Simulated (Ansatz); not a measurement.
Task: an active-space calculation of F₂GeH₂, SMILES [F][GeH2][F], with the Python package of Ansatz (0.2.0). Give the script and its output. Settings: SC-NEVPT2, def2-SVP basis, multiplicity 1.

```yaml
atoms:
  - { symbol: F, position_ang: [-0.5733, 0.2203, 1.6017] }
  - { symbol: Ge, position_ang: [0.0280, -0.0341, -0.0137] }
  - { symbol: F, position_ang: [-1.0250, 0.7401, -1.2278] }
  - { symbol: H, position_ang: [0.1540, -1.5472, -0.2806] }
  - { symbol: H, position_ang: [1.4661, 0.5472, -0.1209] }
```

Script `f2geh2_cas.py`:
```python
"""Active-space calculation on F2GeH2."""

from dataclasses import dataclass

import ansatz as az
from ase import Atoms


@dataclass(frozen=True)
class Settings:
    basis: str = "def2-SVP"


cfg = Settings()


def main() -> None:
    atoms = Atoms(["F", "Ge", "F", "H", "H"], positions=[
        (-0.5733, 0.2203, 1.6017),
        (0.028, -0.0341, -0.0137),
        (-1.025, 0.7401, -1.2278),
        (0.154, -1.5472, -0.2806),
        (1.4661, 0.5472, -0.1209),
    ])
    f2geh2 = az.Crystal.molecule_from_ase(atoms)

    calculation = (
        f2geh2.calculation()
        .basis(gaussian=cfg.basis)
        .correlation(active_electrons=4, active_orbitals=4)
    )
    for method in ["sc_nevpt2"]:
        data = (calculation if method is None else calculation.correlation(method)).run().report
        space = data["configurations"]
        state = space["states"][0]
        print(method or "casscf", f"total {data['free_energy_ev'] / 27.211386246:.6f} Ha, active-space state {state['energy']['hartree']:.6f} Ha, mean field {data['reference_energy_ev'] / 27.211386246:.6f} Ha")
        print("  determinants", state["n_determinants"], " natural occupations", [round(n, 3) for n in space["natural_occupations"]])
    print("effectively unpaired electrons, sum of min(n, 2 - n):", round(sum(min(n, 2 - n) for n in space["natural_occupations"]), 3))


if __name__ == "__main__":
    main()
```

```console
$ python f2geh2_cas.py
RunWarning: the results are in doubt because another end's mean lies 0.501 eV lower, and its corrected mean 0.284 eV higher
sc_nevpt2 total -2275.642710 Ha, active-space state -2275.075081 Ha, mean field -2275.039902 Ha
  determinants 36  natural occupations [1.981, 1.976, 0.027, 0.016]
effectively unpaired electrons, sum of min(n, 2 - n): 0.086
```
(Warnings from the package without file and line.)

Caveats:
- Total energies depend on the basis set; only differences at equal settings carry meaning.
- The geometry is a force-field or estimated start, not a minimum of this method, and the basis set is short of its limit. The active space starts as a window about the frontier orbitals and is then optimised, not chosen by chemistry.
- A lower CASSCF solution was found and passed over, so the printed active-space state isn't the lowest.
- Finished in 20 s on 1 thread of Arm Neoverse N1 (shared host), peak memory 0.21 GiB.

(Lines on the test bed's own set-up are left out of the output.)
